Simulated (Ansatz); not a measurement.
**BH6NOSi: small, medium and large basis sets**

Aim: see how fast density functionals converge with the basis set for BH6NOSi.

The runs use Ansatz 0.2.0, Gaussian basis; one geometry, several basis sets.

Plan: PBE0-D4/def2-SVP; ωB97M-V/def2-SVP; PBE0-D4/def2-QZVPP; ωB97M-V/def2-QZVPP; the functionals' def2-TZVPP values are taken from earlier runs.

### 1 The relaxed structure

All runs share one geometry, relaxed beforehand with PBE0-D4 in a triple-zeta def2 set.

SMILES `BN[SiH2]O`, 10 atoms, charge 0, spin multiplicity 1.

Atoms are counted from 1 here; the program's logs count them from 0.

Bond lengths: B1–N2 1.400 Å, B1–H5 1.198 Å, B1–H6 1.198 Å, N2–Si3 1.740 Å, N2–H7 1.012 Å, Si3–O4 1.642 Å, Si3–H8 1.479 Å, Si3–H9 1.481 Å, O4–H10 0.958 Å. Angles: N2–B1–H5 118.8°, N2–B1–H6 119.9°, H5–B1–H6 121.3°, B1–N2–Si3 126.5°, B1–N2–H7 116.8°, Si3–N2–H7 116.7°, N2–Si3–O4 112.8°, N2–Si3–H8 109.7°, N2–Si3–H9 105.6°, O4–Si3–H8 103.9°, O4–Si3–H9 112.1°, H8–Si3–H9 112.9°, Si3–O4–H10 117.8°.

### 2 PBE0-D4 in def2-SVP

The input, in.yaml:

```yaml
crystal:
  periodic: [false, false, false]
  atoms:
    - {symbol: B, position_ang: [-0.176364, 1.733788, 0.070324]}
    - {symbol: N, position_ang: [-0.073891, 0.466163, 0.655923]}
    - {symbol: Si, position_ang: [-0.285050, -1.064414, -0.144897]}
    - {symbol: O, position_ang: [1.112112, -1.920364, -0.258079]}
    - {symbol: H, position_ang: [-0.429192, 1.811769, -1.098167]}
    - {symbol: H, position_ang: [-0.008079, 2.714632, 0.736930]}
    - {symbol: H, position_ang: [0.146844, 0.436731, 1.642625]}
    - {symbol: H, position_ang: [-1.169194, -1.931715, 0.664386]}
    - {symbol: H, position_ang: [-0.852957, -0.744276, -1.475059]}
    - {symbol: H, position_ang: [1.819072, -1.553615, -0.791187]}
basis:
  gaussian: {orbitals: def2-SVP}
hamiltonian: {xc: pbe0, dispersion: d4}
output: {orbitals: {seedname: orbitals}}
```

Started as:

```bash
ansatz run in.yaml --threads 2 --pin off --events-out ev --progress --plain --max-ram 4352MiB
```

The runs that follow: ωB97M-V in def2-SVP; PBE0-D4 in def2-QZVPP; ωB97M-V in def2-QZVPP.

**Question.** What will the summary of the whole plan be? Wanted: PBE0-D4: double and triple zeta above quadruple; ωB97M-V: double and triple zeta above quadruple.

**Answer**, as computed:

```
                                       quantity          value
PBE0-D4: double and triple zeta above quadruple  8.69, 0.54 eV
ωB97M-V: double and triple zeta above quadruple  8.86, 0.51 eV
```

What this shows: PBE0-D4 gains 8.14 eV from double to triple zeta, then 0.54 eV more. Total energies overstate the basis error of differences, where much of it tends to cancel. The LUMO of ωB97M-V is positive and keeps falling with the basis (2.04 to 1.28 eV): an unbound level that the basis holds in place.
